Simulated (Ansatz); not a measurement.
# CClF₂NSi: a spread of methods and bases

How do the results and run time of CClF₂NSi respond when the settings are drawn wide?

Computed with Ansatz 0.2.0, Gaussian basis. Level: the settings change from run to run.

**1. The relaxed structure**

An earlier PBE0-D4 in a triple-zeta def2 set relaxation fixed the geometry.

6 atoms, charge 0, spin multiplicity 1.

Atoms are counted from 1 here; the program's logs count them from 0.

Bond lengths: N1–C2 1.150 Å, C2–Si3 1.827 Å, Si3–F4 1.567 Å, Si3–F5 1.567 Å, Si3–Cl6 1.998 Å. Angles: N1–C2–Si3 179.1°, C2–Si3–F4 108.2°, C2–Si3–F5 108.2°, C2–Si3–Cl6 110.3°, F4–Si3–F5 108.8°, F4–Si3–Cl6 110.6°, F5–Si3–Cl6 110.6°.

**2. B2GP-PLYP/cc-pVTZ**

This run has relativity set to none, high accuracy.

The input, in.yaml:

```yaml
crystal:
  periodic: [false, false, false]
  atoms:
    - {symbol: N, position_ang: [1.925378, -1.092185, 1.077400]}
    - {symbol: C, position_ang: [1.030126, -0.609278, 0.539955]}
    - {symbol: Si, position_ang: [-0.394400, 0.176655, -0.290268]}
    - {symbol: F, position_ang: [-1.487869, -0.920276, -0.527742]}
    - {symbol: F, position_ang: [0.087632, 0.719228, -1.679004]}
    - {symbol: Cl, position_ang: [-1.118867, 1.661857, 0.833359]}
basis:
  gaussian: {orbitals: cc-pVTZ}
hamiltonian: {xc: {name: B2GP-PLYP}, pseudopotentials: {relativity: none}}
accuracy: high
output: {forces: true}
```

Started as:

```bash
ansatz run in.yaml --threads 4 --pin off --events-out ev --progress --plain --max-ram 10444MiB
```

Output, shortened:

```text
Functional definition: B2GP-PLYP
  name "B2GP-PLYP"
  cite "Karton, Tarnopolsky, Lamère, Schatz & Martin, J. Phys. Chem. A 112, 12868 (2008) doi:10.1021/jp801805p"
  cite "Becke, Phys. Rev. A 38, 3098 (1988) doi:10.1103/PhysRevA.38.3098"
  cite "Lee, Yang & Parr, Phys. Rev. B 37, 785 (1988) doi:10.1103/PhysRevB.37.785"
[...]
3082 factors; integrals over basis functions are off by at most 5.3e-9 eV
[...]
mean field -28341.94992306 eV, -1041.5474488089 hartree, gradient 4.2e-8 eV, S^2 0.000000; 0 other end points of the search recorded, 0 dependent functions left out
14 core orbitals not correlated: weight in the atoms' cores, before any rotation towards them, 1.000 or more for the frozen orbitals, at most 0.000 for the correlated occupied ones
reference -28341.94994048 eV, -1041.5474494488 hartree; 17, 17 occupied and 157, 157 virtual orbitals, 3082 factors
second order -35.12839954 eV of doubles, -0.00000000 eV of singles
[...]
Total energy: -28354.59616431 eV, -1042.0121896028 hartree
Atom 0 at     1.925378    -1.092185     1.077400 Å, force     0.743842    -0.403428     0.443429 eV/Å
Atom 1 at     1.030126    -0.609278     0.539955 Å, force    -0.693640     0.374265    -0.416259 eV/Å
Atom 2 at    -0.394400     0.176655    -0.290268 Å, force     0.189648    -0.066557     0.164750 eV/Å
Atom 3 at    -1.487869    -0.920276    -0.527742 Å, force    -0.221261    -0.207805    -0.052058 eV/Å
Atom 4 at     0.087632     0.719228    -1.679004 Å, force     0.084042     0.109901    -0.275151 eV/Å
Atom 5 at    -1.118867     1.661857     0.833359 Å, force    -0.102632     0.193625     0.135288 eV/Å
Dipole moment:    -0.328320     0.255704    -0.085160 e Å
```

Wall time 23 s (4 threads of Arm Neoverse V2, shared host); peak memory 0.98 GiB.

Largest force 0.955 eV/Å, dipole 2.04 D.

**3. wB97M-V/cc-pVTZ-DK**

This run has charge -1, multiplicity 2, restricted open-shell orbitals, a point charge of 2.00 e beside it, relativity set to none, high accuracy, the search for lower states set to light.

Changes to in.yaml since step 2:

```diff
@@ -10,5 +10,8 @@
 basis:
-  gaussian: {orbitals: cc-pVTZ}
-hamiltonian: {xc: {name: B2GP-PLYP}, pseudopotentials: {relativity: none}}
+  gaussian: {orbitals: cc-pVTZ-DK, point_charges: [{charge: 2.00, position_ang: [4.782, -0.330, 0.424]}]}
+total_charge: -1
+magnetization: {spin_polarized: false, initial_magnetization: 1}
+hamiltonian: {xc: {name: wB97M-V}, pseudopotentials: {relativity: none}}
 accuracy: high
+scf: {lower_state_search: light}
 output: {forces: true}
```

The command is unchanged.

Output, shortened:

```text
Functional definition: wB97M-V
  name "wB97M-V"
  cite "Mardirossian & Head-Gordon, J. Chem. Phys. 144, 214110 (2016) doi:10.1063/1.4952647"
  cite "Becke, J. Chem. Phys. 107, 8554 (1997) doi:10.1063/1.475007"
  cite "Vydrov & Van Voorhis, J. Chem. Phys. 133, 244103 (2010) doi:10.1063/1.3521275"
  # Of w^i u^j: cxij and so on, Table III.
[...]
  gx(w, u) = 1 - cx + cx01*u + cx10*w
  gss(w, u) = css00 + css04*u^4 + css10*w + css20*w^2 + css43*w^4*u^3
  gos(w, u) = cos00 + cos10*w + (cos20 + cos21*u)*w^2 + (cos60 + cos61*u)*w^6
[...]
      + integral(e_c_pw_mod_opposite_spin*gos(b97_w_opposite, b97_u_opposite)) + vv10(b, c)
3088 factors; integrals over basis functions are off by at most 3.3e-9 eV
400 factors; integrals over basis functions are off by at most 1.6e-9 eV
[...]
mean field -28359.25758424 eV, -1042.1834936257 hartree, gradient 4.7e-8 eV, S^2 0.750000; 2 other end points of the search recorded, 0 dependent functions left out
[...]
reference -28359.25758829 eV, -1042.1834937745 hartree; 32, 31 occupied and 156, 157 virtual orbitals, 3088 factors
WARN: the results are in doubt because the basis set is contracted for relativity, which is off
Total energy: -28359.25758829 eV, -1042.1834937745 hartree
Atom 0 at     1.925378    -1.092185     1.077400 Å, force     8.093778    -2.107280     2.388411 eV/Å
Atom 1 at     1.030126    -0.609278     0.539955 Å, force    -5.610838     3.562250    -3.310169 eV/Å
Atom 2 at    -0.394400     0.176655    -0.290268 Å, force     2.377525    -1.415805     2.369472 eV/Å
Atom 3 at    -1.487869    -0.920276    -0.527742 Å, force    -0.999454    -0.391531    -0.781255 eV/Å
Atom 4 at     0.087632     0.719228    -1.679004 Å, force    -0.194603     0.491003    -1.660690 eV/Å
Atom 5 at    -1.118867     1.661857     0.833359 Å, force    -0.340005     0.647722     0.315971 eV/Å
Dipole moment:    -2.104606     0.989767    -0.639083 e Å
In doubt: the basis set is contracted for relativity, which is off
```

It took 1.8 min on 4 threads of Arm Neoverse V2, shared host; peak memory 1.9 GiB.

Largest force 8.698 eV/Å. The log holds a warning on this run.

**4. r2SCAN0/def2-TZVPD**

Set apart from the defaults: charge -1, multiplicity 2, a grid of angular degree 47, D3(BJ) with three-body dispersion.

The input, in.yaml:

```yaml
crystal:
  periodic: [false, false, false]
  atoms:
    - {symbol: N, position_ang: [1.925378, -1.092185, 1.077400]}
    - {symbol: C, position_ang: [1.030126, -0.609278, 0.539955]}
    - {symbol: Si, position_ang: [-0.394400, 0.176655, -0.290268]}
    - {symbol: F, position_ang: [-1.487869, -0.920276, -0.527742]}
    - {symbol: F, position_ang: [0.087632, 0.719228, -1.679004]}
    - {symbol: Cl, position_ang: [-1.118867, 1.661857, 0.833359]}
basis:
  gaussian: {orbitals: def2-TZVPD, final_grid: {core_spheres: 20, valence_spheres: 16, degree: 47}}
total_charge: -1
magnetization: {spin_polarized: true, initial_magnetization: 1}
hamiltonian: {xc: {name: r2SCAN0}, dispersion: d3bjatm}
```

The command is unchanged.

Output, shortened:

```text
Functional definition: r2SCAN0
  name "r2SCAN0"
  cite "Bursch, Neugebauer, Ehlert & Grimme, J. Chem. Phys. 156, 134105 (2022) doi:10.1063/5.0086040"
  cite "Furness, Kaplan, Ning, Perdew & Sun, J. Phys. Chem. Lett. 11, 8208 (2020) doi:10.1021/acs.jpclett.0c02405"
  cite "Furness, Kaplan, Ning, Perdew & Sun, J. Phys. Chem. Lett. 11, 9248 (2020) doi:10.1021/acs.jpclett.0c03077"
  parent r2scan
[...]
1351 factors; their error is unknown
[...]
mean field -28362.94652902 eV, -1042.3190598457 hartree, gradient 1.3e-6 eV, S^2 0.756452; 10 other end points of the search recorded, 0 dependent functions left out
reference -28362.94655432 eV, -1042.3190607756 hartree; 32, 31 occupied and 211, 212 virtual orbitals, 1351 factors
Total energy: -28362.99659308 eV, -1042.3208996662 hartree
```

Run time: 2 min. Hardware: 4 threads of Arm Neoverse V2, shared host; peak memory 1.4 GiB.

⟨S²⟩ 0.756.

**5. RPBE/ANO-RCC-VTZP**

Options: D3(BJ) with three-body dispersion.

Changes to in.yaml since step 4:

```diff
@@ -10,5 +10,3 @@
 basis:
-  gaussian: {orbitals: def2-TZVPD, final_grid: {core_spheres: 20, valence_spheres: 16, degree: 47}}
-total_charge: -1
-magnetization: {spin_polarized: true, initial_magnetization: 1}
-hamiltonian: {xc: {name: r2SCAN0}, dispersion: d3bjatm}
+  gaussian: {orbitals: ANO-RCC-VTZP}
+hamiltonian: {xc: {name: RPBE}, dispersion: d3bjatm}
```

Same command.

Output:

```text
Functional definition: RPBE
  name "RPBE"
  cite "Hammer, Hansen & Nørskov, Phys. Rev. B 59, 7413 (1999) doi:10.1103/PhysRevB.59.7413"
  cite "Perdew, Burke & Ernzerhof, Phys. Rev. Lett. 77, 3865 (1996) doi:10.1103/PhysRevLett.77.3865"
  parameter kappa = 0.804
  parameter beta = 0.06672455060314922
  exchange = rpbe_x(kappa = kappa, mu = beta*pi^2/3)
  correlation = pbe_c(beta = beta)
1528 factors; their error is unknown
mean field evaluation 1: about -28421.6470 eV, gradient 6.4e1 eV
mean field evaluation 2: about -28397.2384 eV, gradient 1.3e2 eV
mean field evaluation 4: about -28428.6469 eV, gradient 1.1e1 eV
mean field evaluation 8: about -28428.8340 eV, gradient 6.9e-2 eV
mean field evaluation 16: about -28428.7951 eV, gradient 8.6e-5 eV
mean field -28428.79507658 eV, -1044.7389493349 hartree, gradient 8.6e-5 eV, S^2 0.000000; 0 other end points of the search recorded, 0 dependent functions left out
reference -28428.79513979 eV, -1044.7389516577 hartree; 31, 31 occupied and 157, 157 virtual orbitals, 1528 factors
Total energy: -28429.80177232 eV, -1044.7759447211 hartree
Relativity: scalar
```

It took 2 s on 4 threads of Arm Neoverse V2, shared host; peak memory 0.32 GiB.

**6. BCCD(T)/6-31G***

Options: density fitting with cc-pVTZ-jkfit, finite nuclei, relativity set to none.

Changes to in.yaml since step 5:

```diff
@@ -10,3 +10,4 @@
 basis:
-  gaussian: {orbitals: ANO-RCC-VTZP}
-hamiltonian: {xc: {name: RPBE}, dispersion: d3bjatm}
+  gaussian: {orbitals: "6-31G*", fitting: {mean_field: cc-pVTZ-jkfit}, nuclear_model: gaussian}
+hamiltonian: {xc: {name: HF}, pseudopotentials: {relativity: none}}
+correlation: {method: bccd_t}
```

Same command.

Output, shortened:

```text
Functional definition: HF
  name "HF"
  cite "Fock, Z. Phys. 61, 126 (1930) doi:10.1007/BF01340294"
  parent pbe
[...]
558 factors; integrals over basis functions are off by at most 1.9e-1 eV
[...]
mean field -28293.95127143 eV, -1039.7835308960 hartree, gradient 1.3e-6 eV, S^2 0.000000; 0 other end points of the search recorded, 0 dependent functions left out
14 core orbitals not correlated: weight in the atoms' cores, before any rotation towards them, 1.000 or more for the frozen orbitals, at most 0.000 for the correlated occupied ones
reference -28293.95127143 eV, -1039.7835308960 hartree; 17, 17 occupied and 67, 67 virtual orbitals, 558 factors
second order -22.55341247 eV of doubles, -0.00000000 eV of singles
cycle   1  -22.29595084 eV  change    2.6e-1 eV  update   1.2e-1
[...]
cycle   9  -22.98094869 eV  change   -3.6e-5 eV  update   2.1e-5
perturbative correction -0.74562683 eV, -0.0274012805 hartree
Total energy: -28317.67784694 eV, -1040.6554664637 hartree
```

It took 1.5 s on 4 threads of Arm Neoverse V2, shared host; peak memory 0.32 GiB.

**7. B97/pcseg-2**

Changes to in.yaml since step 6:

```diff
@@ -10,4 +10,4 @@
 basis:
-  gaussian: {orbitals: "6-31G*", fitting: {mean_field: cc-pVTZ-jkfit}, nuclear_model: gaussian}
-hamiltonian: {xc: {name: HF}, pseudopotentials: {relativity: none}}
-correlation: {method: bccd_t}
+  gaussian: {orbitals: pcseg-2}
+hamiltonian: {xc: {name: B97}}
+output: {forces: true}
```

Same command.

Output, shortened:

```text
Functional definition: B97
  name "B97"
  cite "Becke, J. Chem. Phys. 107, 8554 (1997) doi:10.1063/1.475007"
[...]
      + integral(e_c_pw_opposite_spin*poly(b97_u_opposite, cos0, cos1, cos2))
1178 factors; their error is unknown
[...]
mean field -28364.46596993 eV, -1042.3748982692 hartree, gradient 2.4e-5 eV, S^2 0.000000; 0 other end points of the search recorded, 0 dependent functions left out
[...]
reference -28364.46599348 eV, -1042.3748991347 hartree; 31, 31 occupied and 157, 157 virtual orbitals, 1178 factors
Total energy: -28364.46599348 eV, -1042.3748991347 hartree
Atom 0 at     1.925378    -1.092185     1.077400 Å, force     0.364272    -0.197888     0.216696 eV/Å
Atom 1 at     1.030126    -0.609278     0.539955 Å, force    -0.235205     0.121701    -0.148565 eV/Å
Atom 2 at    -0.394400     0.176655    -0.290268 Å, force     0.062361    -0.043569     0.023294 eV/Å
Atom 3 at    -1.487869    -0.920276    -0.527742 Å, force    -0.152977    -0.150183    -0.035658 eV/Å
Atom 4 at     0.087632     0.719228    -1.679004 Å, force     0.063469     0.075056    -0.193821 eV/Å
Atom 5 at    -1.118867     1.661857     0.833359 Å, force    -0.101919     0.194883     0.138055 eV/Å
Dipole moment:    -0.320016     0.251155    -0.080274 e Å
```

Run time: 3.9 s. Hardware: 4 threads of Arm Neoverse V2, shared host; peak memory 0.49 GiB.

Largest force 0.468 eV/Å, dipole 1.99 D.

**8. PBEsol/aug-cc-pVDZ**

Options: multiplicity 3, restricted open-shell orbitals, coordinates scaled by 1.25, a grid of angular degree 23.

The input, in.yaml:

```yaml
crystal:
  periodic: [false, false, false]
  atoms:
    - {symbol: N, position_ang: [2.406722, -1.365231, 1.346750]}
    - {symbol: C, position_ang: [1.287658, -0.761598, 0.674943]}
    - {symbol: Si, position_ang: [-0.492999, 0.220819, -0.362835]}
    - {symbol: F, position_ang: [-1.859837, -1.150345, -0.659678]}
    - {symbol: F, position_ang: [0.109541, 0.899035, -2.098756]}
    - {symbol: Cl, position_ang: [-1.398584, 2.077321, 1.041699]}
basis:
  gaussian: {orbitals: aug-cc-pVDZ, final_grid: {core_spheres: 8, valence_spheres: 7, degree: 23}}
magnetization: {spin_polarized: false, initial_magnetization: 2}
hamiltonian: {xc: {name: PBEsol}}
output: {forces: true}
```

Launched as before.

Output, shortened:

```text
Functional definition: PBEsol
  name "PBEsol"
  cite "Perdew et al., Phys. Rev. Lett. 100, 136406 (2008) doi:10.1103/PhysRevLett.100.136406"
  cite "Perdew, Burke & Ernzerhof, Phys. Rev. Lett. 77, 3865 (1996) doi:10.1103/PhysRevLett.77.3865"
  parent pbesol
[...]
1466 factors; their error is unknown
[...]
mean field -28281.26318160 eV, -1039.3172521949 hartree, gradient 2.7e-6 eV, S^2 2.000000; 15 other end points of the search recorded, 0 dependent functions left out
[...]
reference -28281.26324634 eV, -1039.3172545744 hartree; 32, 30 occupied and 114, 116 virtual orbitals, 1466 factors
Total energy: -28281.26324634 eV, -1039.3172545744 hartree
Atom 0 at     2.406722    -1.365231     1.346750 Å, force    -8.125705     4.468317    -4.756733 eV/Å
Atom 1 at     1.287658    -0.761598     0.674943 Å, force     7.543884    -4.247384     4.275139 eV/Å
Atom 2 at    -0.492999     0.220819    -0.362835 Å, force    -1.221447    -0.868203    -2.907951 eV/Å
Atom 3 at    -1.859837    -1.150345    -0.659678 Å, force     2.571696     2.396134     0.530641 eV/Å
Atom 4 at     0.109541     0.899035    -2.098756 Å, force    -1.003136    -1.323916     3.142869 eV/Å
Atom 5 at    -1.398584     2.077321     1.041699 Å, force     0.234709    -0.424947    -0.283965 eV/Å
Dipole moment:     0.135346     0.181338     0.443462 e Å
```

Run time: 27 s. Hardware: 4 threads of Arm Neoverse V2, shared host; peak memory 0.43 GiB.

Largest force 10.422 eV/Å, dipole 2.39 D.

**9. r2SCAN0/aug-pcseg-2**

Options: charge -1, multiplicity 2, atoms shaken by 0.08 Å.

The input, in.yaml:

```yaml
crystal:
  periodic: [false, false, false]
  atoms:
    - {symbol: N, position_ang: [1.895153, -1.103314, 1.079071]}
    - {symbol: C, position_ang: [0.955599, -0.685121, 0.481253]}
    - {symbol: Si, position_ang: [-0.475826, 0.034230, -0.294538]}
    - {symbol: F, position_ang: [-1.440105, -0.906146, -0.460303]}
    - {symbol: F, position_ang: [0.072869, 0.893452, -1.673795]}
    - {symbol: Cl, position_ang: [-0.932097, 1.729843, 0.892870]}
basis:
  gaussian: {orbitals: aug-pcseg-2}
total_charge: -1
magnetization: {spin_polarized: true, initial_magnetization: 1}
hamiltonian: {xc: {name: r2SCAN0}}
output: {forces: true}
```

Same command.

Output, shortened:

```text
Functional definition: r2SCAN0
  name "r2SCAN0"
  cite "Bursch, Neugebauer, Ehlert & Grimme, J. Chem. Phys. 156, 134105 (2022) doi:10.1063/5.0086040"
  cite "Furness, Kaplan, Ning, Perdew & Sun, J. Phys. Chem. Lett. 11, 8208 (2020) doi:10.1021/acs.jpclett.0c02405"
  cite "Furness, Kaplan, Ning, Perdew & Sun, J. Phys. Chem. Lett. 11, 9248 (2020) doi:10.1021/acs.jpclett.0c03077"
  parent r2scan
[...]
1459 factors; their error is unknown
[...]
mean field -28361.57554000 eV, -1042.2686769285 hartree, gradient 2.0e-6 eV, S^2 0.757590; 10 other end points of the search recorded, 0 dependent functions left out
[...]
reference -28361.57560699 eV, -1042.2686793905 hartree; 32, 31 occupied and 252, 253 virtual orbitals, 1459 factors
Total energy: -28361.57560699 eV, -1042.2686793905 hartree
Atom 0 at     1.895153    -1.103314     1.079071 Å, force    -1.031581     0.491925    -0.597062 eV/Å
Atom 1 at     0.955599    -0.685121     0.481253 Å, force     0.950181    -0.633297     0.542392 eV/Å
Atom 2 at    -0.475826     0.034230    -0.294538 Å, force    13.965136    11.837958     0.408048 eV/Å
Atom 3 at    -1.440105    -0.906146    -0.460303 Å, force   -11.701045    -9.728368    -1.985638 eV/Å
Atom 4 at     0.072869     0.893452    -1.673795 Å, force    -1.563881    -1.431268     2.140631 eV/Å
Atom 5 at    -0.932097     1.729843     0.892870 Å, force    -0.618810    -0.536951    -0.508371 eV/Å
Dipole moment:    -0.753893     0.703615     0.433330 e Å
```

Wall time 85 s (4 threads of Arm Neoverse V2, shared host); peak memory 1.7 GiB.

Largest force 18.312 eV/Å, ⟨S²⟩ 0.758.

**10. revPBE/cc-pVTZ-DK**

This run has relativity set to scalar, high accuracy.

The input, in.yaml:

```yaml
crystal:
  periodic: [false, false, false]
  atoms:
    - {symbol: N, position_ang: [1.925378, -1.092185, 1.077400]}
    - {symbol: C, position_ang: [1.030126, -0.609278, 0.539955]}
    - {symbol: Si, position_ang: [-0.394400, 0.176655, -0.290268]}
    - {symbol: F, position_ang: [-1.487869, -0.920276, -0.527742]}
    - {symbol: F, position_ang: [0.087632, 0.719228, -1.679004]}
    - {symbol: Cl, position_ang: [-1.118867, 1.661857, 0.833359]}
basis:
  gaussian: {orbitals: cc-pVTZ-DK}
hamiltonian: {xc: {name: revPBE}, pseudopotentials: {relativity: scalar}}
accuracy: high
output: {forces: true}
```

The command is unchanged.

Output, shortened:

```text
Functional definition: revPBE
  name "revPBE"
  cite "Zhang & Yang, Phys. Rev. Lett. 80, 890 (1998) doi:10.1103/PhysRevLett.80.890"
  cite "Perdew, Burke & Ernzerhof, Phys. Rev. Lett. 77, 3865 (1996) doi:10.1103/PhysRevLett.77.3865"
[...]
3084 factors; integrals over basis functions are off by at most 3.3e-9 eV
[...]
mean field -28423.94638517 eV, -1044.5607632123 hartree, gradient 5.3e-8 eV, S^2 0.000000; 0 other end points of the search recorded, 0 dependent functions left out
[...]
reference -28423.94638894 eV, -1044.5607633505 hartree; 31, 31 occupied and 157, 157 virtual orbitals, 3084 factors
Total energy: -28423.94638894 eV, -1044.5607633505 hartree
Relativity: scalar
Atom 0 at     1.925378    -1.092185     1.077400 Å, force     1.529192    -0.828271     0.913165 eV/Å
Atom 1 at     1.030126    -0.609278     0.539955 Å, force    -1.167422     0.632829    -0.696409 eV/Å
Atom 2 at    -0.394400     0.176655    -0.290268 Å, force     0.466624     0.062035     0.726919 eV/Å
Atom 3 at    -1.487869    -0.920276    -0.527742 Å, force    -0.949559    -0.940210    -0.196399 eV/Å
Atom 4 at     0.087632     0.719228    -1.679004 Å, force     0.414251     0.479001    -1.192973 eV/Å
Atom 5 at    -1.118867     1.661857     0.833359 Å, force    -0.293086     0.594615     0.445698 eV/Å
Dipole moment:    -0.329813     0.250251    -0.094969 e Å
```

Wall time 6 s (4 threads of Arm Neoverse V2, shared host); peak memory 0.75 GiB.

Largest force 1.964 eV/Å, dipole 2.04 D.

**11. The runs in one table**

| level | charge | multiplicity | geometry | functions | energy (eV) | time |
| --- | --- | --- | --- | --- | --- | --- |
| B2GP-PLYP/cc-pVTZ | 0 | 1 | relaxed | 188 | -28354.596 | 23 s |
| wB97M-V/cc-pVTZ-DK | -1 | 2 | relaxed, point charge | 188 | -28359.258 | 1.8 min |
| r2SCAN0/def2-TZVPD | -1 | 2 | relaxed | 243 | -28362.997 | 2 min |
| RPBE/ANO-RCC-VTZP | 0 | 1 | relaxed | 188 | -28429.802 | 2 s |
| BCCD(T)/6-31G* | 0 | 1 | relaxed | 98 | -28317.678 | 1.5 s |
| B97/pcseg-2 | 0 | 1 | relaxed | 188 | -28364.466 | 3.9 s |
| PBEsol/aug-cc-pVDZ | 0 | 3 | scaled | 146 | -28281.263 | 27 s |
| r2SCAN0/aug-pcseg-2 | -1 | 2 | shaken | 284 | -28361.576 | 85 s |
| revPBE/cc-pVTZ-DK | 0 | 1 | relaxed | 188 | -28423.946 | 6 s |

**12. What came out**

```
                                         quantity                      value
                                             runs                          9
                                         quickest      BCCD(T)/6-31G*, 1.5 s
                                          slowest  r2SCAN0/def2-TZVPD, 2 min
spread of total energies, same state and geometry                   112.1 eV
                  dipole, same state and geometry             1.99 to 2.04 D
```

In words: r2SCAN0/def2-TZVPD took 81 times as long as BCCD(T)/6-31G*. The jobs differ in tasks and options as well as level. Total energies at one charge and spin differ by 112 eV between levels, so only differences within one level mean anything. Some of these runs are scalar-relativistic and others not, which shifts the totals of all-electron atoms past neon by several eV an atom and more; core potentials, where a basis has them, take the core out of the total altogether. At the PBE0-D4/def2-TZVP geometry and in the same state, the sound runs without point charges leave forces up to 1.96 eV/Å (revPBE/cc-pVTZ-DK). At that geometry and state the dipole changes by 2 % between the lowest and highest value.
